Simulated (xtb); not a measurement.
# doublet CH2GaNO+: GFN1-xTB

Aim: a structure relaxation of doublet CH2GaNO+. 

The results are computed with xtb 6.7.1.

5 further runs of the same task are left out: 5 set aside as unsound or not needed.

## 1. The system as given

The species is CH2GaNO+ (6 atoms), meant as a doublet with charge +1. SMILES of the parent species: `N#C[O][GaH2]`. The shape comes from GFN2-xTB, which is rough for such elements, and wasn't checked as a minimum. That shape belongs to the parent species and isn't relaxed for this state. The run starts from this shape.

Bond lengths: N1–C2 1.143 Å, C2–O3 1.263 Å, O3–Ga4 1.746 Å, Ga4–H5 1.542 Å, Ga4–H6 1.541 Å. Angles: N1–C2–O3 179.9°, C2–O3–Ga4 179.9°, O3–Ga4–H5 114.9°, O3–Ga4–H6 114.1°, H5–Ga4–H6 131.1°.

## 2. A geometry optimisation at GFN1-xTB

xtb.inp

```
$chrg 1
$spin 1
$end
```

start.xyz

```xyz
6

N      1.60309    -2.20245     0.93692
C      0.96783    -1.32810     0.56404
O      0.26522    -0.36184     0.15410
Ga    -0.70794     0.97140    -0.41532
H     -0.59118     1.26093    -1.92573
H     -1.53704     1.66007     0.68599
```

Launch:

```
$ xtb -I xtb.inp --gfn 1 -o sloppy --dipole --cma -- start.xyz > run.log 2> xtb.err
```

What values should one expect? Wanted: total energy at the end; HOMO energy; LUMO energy; dispersion energy.

**Answer.** As computed:

Level: GFN1-xTB.

```
                   quantity         value
    total energy at the end  -11.85631 Eh
HOMO energy (partly filled)     -18.21 eV
                LUMO energy     -11.80 eV
          dispersion energy  -3.47 kJ/mol
```

**Reading.** At the final geometry: Bond lengths: N1–C2 1.173 Å, C2–O3 1.225 Å, O3–Ga4 1.859 Å, Ga4–H5 1.516 Å, Ga4–H6 1.516 Å. Angles: N1–C2–O3 179.9°, C2–O3–Ga4 179.9°, O3–Ga4–H5 106.7°, O3–Ga4–H6 106.8°, H5–Ga4–H6 146.4°. The optimisation took 7 steps and changed the energy by -0.129 eV.
